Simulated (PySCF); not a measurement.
# C9H5F3O2: reorganisation energies

Wanted: reorganisation energies for C9H5F3O2 (`O=C1OCc2ccc(C(F)(F)F)cc21`).

Programs: PySCF 2.14.0, with routines of our own; each step states its level. All values are computed. Atoms count from 0.

## 1. The starting structure

19 atoms, charge 0, multiplicity 1; geometry from: GFN2-xTB.

## 2. Relaxing the molecule at B3LYP/def2-SV(P)

The job: settings as JSON, then the geometry in Å.

```
{"job": {"xc": "B3LYP", "basis": "def2-SV(P)", "grid": 1, "kind": "geom"}, "charge": 0, "multiplicity": 1}
O     -1.811789     2.965458    -0.350444
C     -1.839590     1.789976    -0.137061
O     -2.981864     1.099927     0.097405
C     -2.731635    -0.278008     0.320040
C     -1.249476    -0.432290     0.203843
C     -0.434694    -1.541497     0.323077
C      0.929293    -1.363344     0.159382
C      1.458237    -0.101954    -0.112130
C      2.946727     0.020820    -0.300873
F      3.635099    -0.740819     0.565327
F      3.393096     1.272167    -0.150931
F      3.327834    -0.377684    -1.529923
C      0.644824     1.016040    -0.238393
C     -0.714758     0.822520    -0.072675
H     -3.106579    -0.550492     1.312936
H     -3.275830    -0.862319    -0.430345
H     -0.841966    -2.516656     0.537293
H      1.596936    -2.206851     0.246735
H      1.046332     1.994256    -0.450725
```

Command:

```sh
> OMP_NUM_THREADS=4 python excited_run.py task.json out
```

This one command runs all jobs of the session in turn.

Output:

```text
step   0  E = -795.36191367  max force = 0.012619
step   1  E = -795.36394552  max force = 0.004386
step   2  E = -795.36399126  max force = 0.001308
step   3  E = -795.36401353  max force = 0.000639
step   4  E = -795.36401478  max force = 0.000607
step   5  E = -795.36401773  max force = 0.000133
optimisation converged
```

It took 53 s on 4 threads of Intel Xeon Platinum 8488C, shared host; peak memory 1.3 GiB.

The steps of the relaxation:

```tsv
step	energy from step 0 (eV)	largest force component (eV/Å)
0	0.0000	0.6489
1	-0.0553	0.2255
2	-0.0565	0.0673
3	-0.0571	0.0329
4	-0.0572	0.0312
5	-0.0573	0.0068
```

Close pairs (by a distance rule), those that changed most:

```tsv
bond	before (Å)	after (Å)	change (Å)
C1–O2	1.355	1.371	+0.017
C5–H16	1.078	1.094	+0.016
C4–C5	1.381	1.396	+0.014
C6–C7	1.394	1.409	+0.014
C6–H17	1.079	1.093	+0.014
C12–H18	1.079	1.092	+0.014
C3–C4	1.495	1.508	+0.013
C5–C6	1.385	1.398	+0.013
```

The end geometry stands in the next job.

```tsv
at the end point	value
point group (found at 0.08 Å tolerance)	C1
rotational constants (GHz, main isotopes)	1.522, 0.405, 0.339
dipole moment (D)	4.86
```

## 3. Relaxation after adding or removing an electron (C₉H₅F₃O₂+ (doublet)): UKS B3LYP/def2-SV(P)

The job: settings as JSON, then the geometry in Å.

```
{"job": {"kind": "ionopt", "ions": [1], "xc": "B3LYP", "basis": "def2-SV(P)", "grid": 1}, "charge": 1, "multiplicity": 2}
O     -1.670822     2.999204    -0.353662
C     -1.698212     1.820901    -0.143596
O     -2.857722     1.126770     0.090344
C     -2.613028    -0.261631     0.314569
C     -1.118202    -0.420604     0.198053
C     -0.283944    -1.533221     0.318984
C      1.091036    -1.344581     0.152326
C      1.623099    -0.071558    -0.131253
C      3.111719     0.069117    -0.353357
F      3.813765    -0.684629     0.511657
F      3.521488     1.339318    -0.215064
F      3.462061    -0.330169    -1.589753
C      0.783904     1.040177    -0.247323
C     -0.584763     0.835289    -0.078283
H     -2.997532    -0.535969     1.313880
H     -3.167299    -0.849032    -0.440055
H     -0.679890    -2.528790     0.540428
H      1.768740    -2.197100     0.247913
H      1.175901     2.037341    -0.458857
```

With the program's defaults for keys left out, this is: UKS B3LYP/def2-SV(P) geometry optimisation of the ion from the geometry of its parent, gas phase.

Output:

```text
step       E/Eh        max force   <S^2>
  0    -794.99963670   0.038026   0.7615
  1    -795.00589224   0.008822   0.7631
  2    -795.00632843   0.003926   0.7634
  3    -795.00642969   0.001777   0.7637
  4    -795.00646446   0.001772   0.7639
  5    -795.00647355   0.001285   0.7640
  6    -795.00647105   0.000987   0.7644
  7    -795.00647305   0.000803   0.7646
  8    -795.00647509   0.000648   0.7646
  9    -795.00647670   0.000277   0.7646
optimisation converged
```

It took 3.9 min on 4 threads of Intel Xeon Platinum 8488C, shared host; peak memory 1.2 GiB.

From this job:

```tsv
quantity	value
geometry moved (RMSD)	0.109 Å
⟨S²⟩	0.765
```

Bonds of the start that changed most:

```tsv
bond	start (Å)	end (Å)
C13–C4	1.392	1.429
C6–C7	1.409	1.437
C3–C4	1.508	1.483
C7–C12	1.398	1.419
C4–C5	1.396	1.416
C12–C13	1.394	1.376
```

Mulliken spin populations:

O0 0.20; C1 -0.06; O2 0.02; C3 -0.02; C4 0.31; C5 0.01; C6 0.01; C7 0.38; C8 -0.03; F9 0.01; F10 0.01; F11 0.02; C12 -0.05; C13 0.11; H14 0.05; H15 0.04; H16 0.00; H17 0.00; H18 0.00

## 4. Reorganisation energies: UKS B3LYP/def2-SV(P)

Settings changed since step 3:

```diff
@@ -1,2 +1,2 @@
-{"job": {"kind": "ionopt", "ions": [1], "xc": "B3LYP", "basis": "def2-SV(P)", "grid": 1}, "charge": 1, "multiplicity": 2}
+{"job": {"kind": "reorg", "ions": [1], "xc": "B3LYP", "basis": "def2-SV(P)", "grid": 1}, "charge": 0, "multiplicity": 1}
 O     -1.670822     2.999204    -0.353662
```

Method: UKS B3LYP/def2-SV(P) four-point reorganisation energy, gas phase.

Output:

```text
final grid: 85240 points
cycle   1  E = -795.0382062374  dE =  2.709e+00  |g| = 1.325e+00  |ddm| = 5.641e+00
cycle   2  E = -794.2576456510  dE =  7.806e-01  |g| = 2.434e+00  |ddm| = 4.042e+00
cycle   3  E = -795.3253971991  dE = -1.068e+00  |g| = 4.325e-01  |ddm| = 3.100e+00
cycle   4  E = -795.3608196818  dE = -3.542e-02  |g| = 1.301e-01  |ddm| = 5.326e-01
cycle   5  E = -795.3635484754  dE = -2.729e-03  |g| = 4.305e-02  |ddm| = 1.399e-01
cycle   6  E = -795.3639907575  dE = -4.423e-04  |g| = 1.029e-02  |ddm| = 6.242e-02
cycle   7  E = -795.3640126323  dE = -2.187e-05  |g| = 4.394e-03  |ddm| = 1.482e-02
cycle   8  E = -795.3640173991  dE = -4.767e-06  |g| = 1.176e-03  |ddm| = 5.989e-03
cycle   9  E = -795.3640177054  dE = -3.063e-07  |g| = 3.718e-04  |ddm| = 1.799e-03
cycle  10  E = -795.3640177324  dE = -2.692e-08  |g| = 1.152e-04  |ddm| = 5.088e-04
cycle  11  E = -795.3640177348  dE = -2.495e-09  |g| = 3.299e-05  |ddm| = 1.268e-04
cycle  12  E = -795.3640177351  dE = -2.169e-10  |g| = 8.967e-06  |ddm| = 4.165e-05
converged SCF energy = -795.3640177351

hole transfer: vertical 9.8792 eV, relaxation of the ion converged
  adiabatic 9.7292 eV, lambda(ion) 0.1500, lambda(parent) 0.1597, total 0.3097 eV
```

Wall time 6.5 s (4 threads of Intel Xeon Platinum 8488C, shared host); peak memory 1.2 GiB.

## 5. Outcome

| quantity | value |
| --- | --- |
| point group | C1 |
| rotational constants (main isotopes) | 1.52, 0.40, 0.34 GHz |
| geometry moved (RMSD) (step 3, UKS B3LYP/def2-SV(P)) | 0.109 Å |
| hole reorganisation energy (step 4, UKS B3LYP/def2-SV(P)) | 0.3097 eV |

What this shows: Relaxing lowered the energy by 0.057 eV in 5 steps; the close pair that moved most is C1–O2, from 1.355 to 1.371 Å. In step 3 (relaxation after adding or removing an electron), among the bonds C13–C4 changes most, from 1.392 to 1.429 Å.
